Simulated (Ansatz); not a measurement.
# GeH2SO (SMILES [OH][Ge][SH]) at CAM-B3LYP/def2-SVPD

What is the vertical ionisation energy of GeH2SO at CAM-B3LYP/def2-SVPD? 

The results are computed with Ansatz 0.2.0.

50 further runs of the same task are left out: 50 set aside as unsound or not needed. Runs told in other sessions of the task aren't counted.

### 1 The system as given

GeH2SO has 5 atoms, charge 0, and is taken as a singlet. As SMILES, `[OH][Ge][SH]`. The shape is that of a PBE0-D4/def2-TZVP optimisation. This is one conformer, not always the lowest.

Bond lengths: O1–Ge2 1.782 Å, Ge2–S3 2.260 Å, O1–H4 0.961 Å, S3–H5 1.343 Å. Angles: O1–Ge2–S3 97.9°, Ge2–O1–H4 117.4°, Ge2–S3–H5 93.6°.

### 2 The energy at CAM-B3LYP/def2-SVPD

Contents of molecule.yaml:

```yaml
crystal:
  periodic: [false, false, false]
  atoms:
    - {symbol: O, position_ang: [-1.346000, -1.001300, 0.399800]}
    - {symbol: Ge, position_ang: [-0.897400, 0.628900, -0.164200]}
    - {symbol: S, position_ang: [1.343300, 0.336500, -0.206300]}
    - {symbol: H, position_ang: [-0.632500, -1.625200, 0.561400]}
    - {symbol: H, position_ang: [1.582700, 1.587400, -0.632100]}
basis:
  gaussian:
    orbitals: def2-SVPD
output:
  orbitals: {seedname: orbitals}
accuracy: high
hamiltonian:
  xc: {name: CAM-B3LYP}
```

Started as:

```console
$ ansatz run molecule.yaml --threads 1 --pin off --max-ram 2610MiB --events-out events.jsonl --progress --plain --runs-dir runs
```

Output:

```text
Warning: RAYON_NUM_THREADS=1 ignored (pool sized by the plan → 1); use --threads N
Functional definition: CAM-B3LYP
  name "CAM-B3LYP"
  parameter alpha = 0.19
  parameter beta = 0.46
  parameter omega = 0.33/bohr
  parameter ac = 0.81
  exchange = (1 - alpha - beta)*b88_x + beta*b88_x_sr(omega) + alpha*exact_x + beta*exact_x_lr(omega)
  correlation = (1 - ac)*vwn5_c + ac*lyp_c
1966 factors; integrals over basis functions are off by at most 4.4e-9 eV
512 factors; integrals over basis functions are off by at most 2.0e-9 eV
mean field evaluation 1: about -69420.2099 eV, gradient 5.5e1 eV
mean field evaluation 2: about -69407.5462 eV, gradient 9.8e1 eV
mean field evaluation 4: about -69425.6417 eV, gradient 3.8e0 eV
mean field evaluation 8: about -69425.7425 eV, gradient 2.4e-1 eV
mean field evaluation 16: about -69425.7427 eV, gradient 5.6e-5 eV
mean field -69425.74270449 eV, -2551.3489859315 hartree, gradient 4.7e-8 eV, S^2 0.000000; 0 other end points of the search recorded, 0 dependent functions left out
reference -69425.74272065 eV, -2551.3489865253 hartree; 29, 29 occupied and 75, 75 virtual orbitals, 1966 factors
Total energy: -69425.74272065 eV, -2551.3489865253 hartree
```

Run time: 12 s. Hardware: 1 thread of Arm Neoverse V2, shared host; peak memory 0.42 GiB.

### 3 The doublet cation at the same level

Contents of molecule.yaml:

```yaml
basis:
  gaussian:
    orbitals: def2-SVPD
crystal:
  periodic: [false, false, false]
  atoms:
    - symbol: O
      position_ang: [-1.346000, -1.001300, 0.399800]
    - symbol: Ge
      position_ang: [-0.897400, 0.628900, -0.164200]
    - symbol: S
      position_ang: [1.343300, 0.336500, -0.206300]
    - symbol: H
      position_ang: [-0.632500, -1.625200, 0.561400]
    - symbol: H
      position_ang: [1.582700, 1.587400, -0.632100]
total_charge: 1
magnetization:
  spin_polarized: true
  initial_magnetization: 1
hamiltonian:
  xc: {name: CAM-B3LYP}
accuracy: high
output: {orbitals: {seedname: orbitals}}
```

Started as:

```console
$ ansatz run molecule.yaml --threads 1 --pin off --max-ram 2610MiB --events-out events.jsonl --progress --plain --runs-dir runs
```

Output, shortened:

```text
Warning: RAYON_NUM_THREADS=1 ignored (pool sized by the plan → 1); use --threads N
[... 2 set-up lines as earlier in the session ...]
[...]
1965 factors; integrals over basis functions are off by at most 4.4e-9 eV
512 factors; integrals over basis functions are off by at most 2.0e-9 eV
[...]
mean field -69415.97588313 eV, -2550.9900618665 hartree, gradient 5.0e-8 eV, S^2 0.763628; 2 other end points of the search recorded, 0 dependent functions left out
reference -69415.97590079 eV, -2550.9900625157 hartree; 29, 28 occupied and 75, 76 virtual orbitals, 1965 factors
Total energy: -69415.97590079 eV, -2550.9900625157 hartree
```

Wall time 39 s (1 thread of Arm Neoverse V2, shared host); peak memory 0.6 GiB.

### 4 What came out

At CAM-B3LYP/def2-SVPD:

| quantity | value |
| --- | --- |
| singlet GeH2SO: total energy | -2551.34899 Eh |
| singlet GeH2SO: HOMO energy | -8.72 eV |
| singlet GeH2SO: LUMO energy | -1.09 eV |
| singlet GeH2SO: HOMO–LUMO gap | 7.63 eV |
| doublet cation: total energy | -2550.99006 Eh |
| doublet cation: HOMO energy (highest over α and β) | -15.44 eV |
| doublet cation: LUMO energy (lowest over α and β) | -10.85 eV |
| doublet cation: ⟨S²⟩ | 0.764 |
| vertical ionisation energy (to the doublet cation) | 9.767 eV |

What this shows: Removing an electron at fixed nuclei costs 9.77 eV (225 kcal/mol). The negative HOMO energy of the first species, 8.72 eV, lies 1.05 eV below that difference.
